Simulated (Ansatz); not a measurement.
# SiGe2H6: how energies converge with the basis set

One table from this session's results is given with a row withheld; the runs are named, their logs left out.

The runs use Ansatz 0.2.0, Gaussian basis; one geometry, several basis sets.

The runs, in order: PBE0-D4/def2-SVP; ωB97M-V/def2-SVP; PBE0-D4/def2-QZVPP; ωB97M-V/def2-QZVPP; the functionals' def2-TZVPP values are taken from earlier runs.

## The geometry

All runs share one geometry, relaxed beforehand with PBE0-D4 in a triple-zeta def2 set.

9 atoms, charge 0, spin multiplicity 1.

Atoms are counted from 1 here; the program's logs count them from 0.

Bond lengths: Si1–Ge2 2.378 Å, Si1–Ge3 2.378 Å, Si1–H4 1.484 Å, Si1–H5 1.484 Å, Ge2–Ge3 2.436 Å, Ge2–H6 1.532 Å, Ge2–H7 1.532 Å, Ge3–H8 1.532 Å, Ge3–H9 1.532 Å. Angles: Ge2–Si1–Ge3 61.6°, Ge2–Si1–H4 118.4°, Ge2–Si1–H5 118.5°, Ge3–Si1–H4 118.4°, Ge3–Si1–H5 118.5°, H4–Si1–H5 112.6°, Si1–Ge2–Ge3 59.2°, Si1–Ge2–H6 118.9°, Si1–Ge2–H7 118.9°, Ge3–Ge2–H6 118.3°, Ge3–Ge2–H7 118.3°, H6–Ge2–H7 113.1°, Si1–Ge3–Ge2 59.2°, Si1–Ge3–H8 118.9°, Si1–Ge3–H9 118.9°, Ge2–Ge3–H8 118.3°, Ge2–Ge3–H9 118.3°, H8–Ge3–H9 113.1°.

The first run:

File in.yaml:

```yaml
crystal:
  periodic: [false, false, false]
  atoms:
    - {symbol: Si, position_ang: [-1.125050, 0.330210, -0.707974]}
    - {symbol: Ge, position_ang: [1.208978, 0.600066, -0.338938]}
    - {symbol: Ge, position_ang: [-0.103081, -0.924679, 1.034898]}
    - {symbol: H, position_ang: [-1.568932, -0.387769, -1.928620]}
    - {symbol: H, position_ang: [-2.033261, 1.444482, -0.339150]}
    - {symbol: H, position_ang: [1.712859, 1.899151, 0.297009]}
    - {symbol: H, position_ang: [2.192654, 0.004097, -1.350440]}
    - {symbol: H, position_ang: [0.097033, -2.431104, 0.843575]}
    - {symbol: H, position_ang: [-0.381201, -0.534454, 2.489649]}
basis:
  gaussian: {orbitals: def2-SVP}
hamiltonian: {xc: pbe0, dispersion: d4}
output: {orbitals: {seedname: orbitals}}
```

Run with:

```console
$ ansatz run in.yaml --threads 4 --pin off --events-out ev --progress --plain --max-ram 10444MiB
```

Steps of the session up to this table: PBE0-D4 in def2-SVP; ωB97M-V in def2-SVP; PBE0-D4 in def2-QZVPP; ωB97M-V in def2-QZVPP.

One of the session's tables, all rows but one given; the rest of the session is left out.

It belongs to the step «Functionals by basis». 

| functional | basis | HOMO (eV) |
| --- | --- | --- |
| PBE0-D4 | def2-SVP | -6.68 |
| PBE0-D4 | def2-TZVPP | -6.68 |
| PBE0-D4 | def2-QZVPP | -6.68 |
| ωB97M-V | def2-SVP | ? |
| ωB97M-V | def2-TZVPP | -8.59 |
| ωB97M-V | def2-QZVPP | -8.59 |

Estimate the missing values for ωB97M-V, def2-SVP.

As computed: HOMO (eV): -8.56. In the column «HOMO (eV)» it lies between ωB97M-V, def2-QZVPP (-8.59) and PBE0-D4, def2-SVP (-6.68).
